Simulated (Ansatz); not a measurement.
# AlH₄NOSi: up Jacob's ladder to CCSD(T)

An exercise on one series of results from a longer session: the logs are not shown, and one member is left open.

The runs use Ansatz 0.2.0, Gaussian basis; functionals in def2-TZVPP, the program's frozen cores in correlated methods.

The runs, in order: LDA (SPW92), PBE-D4, revPBE-D4, BLYP-D4, r2SCAN-D4, B97M-V, PBE0-D4, B3LYP-D4, r2SCANh-D4, r2SCAN0-D4, HSE06-D4, BHLYP-D4, CAM-B3LYP-D4, LC-ωPBE, ωB97X-V, ωB97M-V, B2PLYP, PBE-QIDH; CCSD(T)/def2-SVP; CCSD(T)/def2-TZVPP; MP2/def2-QZVPP; extrapolation to the limit; RPA on PBE.

### Structure used throughout

An earlier PBE0-D4 in a triple-zeta def2 set relaxation fixed the geometry.

SMILES `O[SiH]1[NH][AlH]1`, 8 atoms, charge 0, spin multiplicity 1.

Atoms are counted from 1 here; the program's logs count them from 0.

Bond lengths: O1–Si2 1.653 Å, O1–H5 0.959 Å, Si2–N3 1.738 Å, Si2–Al4 2.297 Å, Si2–H6 1.496 Å, N3–Al4 1.789 Å, N3–H7 1.011 Å, Al4–H8 1.582 Å. Angles: Si2–O1–H5 115.8°, O1–Si2–N3 115.8°, O1–Si2–Al4 125.4°, O1–Si2–H6 105.1°, N3–Si2–Al4 50.3°, N3–Si2–H6 116.0°, Al4–Si2–H6 129.0°, Si2–N3–Al4 81.3°, Si2–N3–H7 131.5°, Al4–N3–H7 147.3°, Si2–Al4–N3 48.4°, Si2–Al4–H8 176.7°, N3–Al4–H8 134.1°.

Set-up of the first run:

in.yaml

```yaml
crystal:
  periodic: [false, false, false]
  atoms:
    - {symbol: O, position_ang: [-1.412777, -0.009614, 1.369228]}
    - {symbol: Si, position_ang: [-0.629634, -0.288701, -0.059932]}
    - {symbol: N, position_ang: [0.716265, 0.757200, -0.400334]}
    - {symbol: Al, position_ang: [1.600728, -0.793433, -0.279568]}
    - {symbol: H, position_ang: [-2.368319, 0.046363, 1.317847]}
    - {symbol: H, position_ang: [-1.709691, -0.324567, -1.094356]}
    - {symbol: H, position_ang: [0.767676, 1.755986, -0.545565]}
    - {symbol: H, position_ang: [3.127753, -1.200233, -0.363120]}
basis:
  gaussian: {orbitals: def2-TZVPP}
hamiltonian: {xc: lda}
output: {orbitals: {seedname: orbitals}}
```

Launch:

```sh
$ ansatz run in.yaml --threads 2 --pin off --events-out ev --progress --plain --max-ram 4352MiB
```

Steps of the session up to this table: LDA; PBE-D4 (GGA); revPBE-D4 (GGA); BLYP-D4 (GGA); r2SCAN-D4 (meta-GGA); B97M-V (meta-GGA); B3LYP-D4 (hybrid); r2SCANh-D4 (hybrid); r2SCAN0-D4 (hybrid); HSE06-D4 (hybrid); BHLYP-D4 (hybrid); CAM-B3LYP-D4 (range-separated); LC-ωPBE (range-separated); ωB97X-V (range-separated); ωB97M-V (range-separated); B2PLYP (double hybrid); PBE-QIDH (double hybrid).

One of the session's tables, all rows but one given; the rest of the session is left out.

It belongs to the step «Orbital energies across the functionals». 

```
  functional  HOMO (eV)  gap (eV)
 LDA (SPW92)      -5.33      3.36
      PBE-D4          ?         ?
   revPBE-D4      -5.21      3.52
     BLYP-D4      -5.13      3.49
   r2SCAN-D4      -5.44      3.92
      B97M-V      -5.50      3.85
     PBE0-D4      -6.26      5.24
    B3LYP-D4      -6.09      4.89
  r2SCANh-D4      -5.81      4.56
  r2SCAN0-D4      -6.38      5.51
    HSE06-D4      -5.87      4.48
    BHLYP-D4      -7.18      6.95
CAM-B3LYP-D4      -7.49      7.43
     LC-ωPBE      -8.71      9.68
     ωB97X-V      -8.43      9.32
     ωB97M-V      -8.22      8.86
```

**Question.** Estimate the row for PBE-D4.

**Answer.** HOMO (eV): -5.25; gap (eV): 3.48. In the column «HOMO (eV)» it lies between LDA (SPW92) (-5.33) and revPBE-D4 (-5.21).
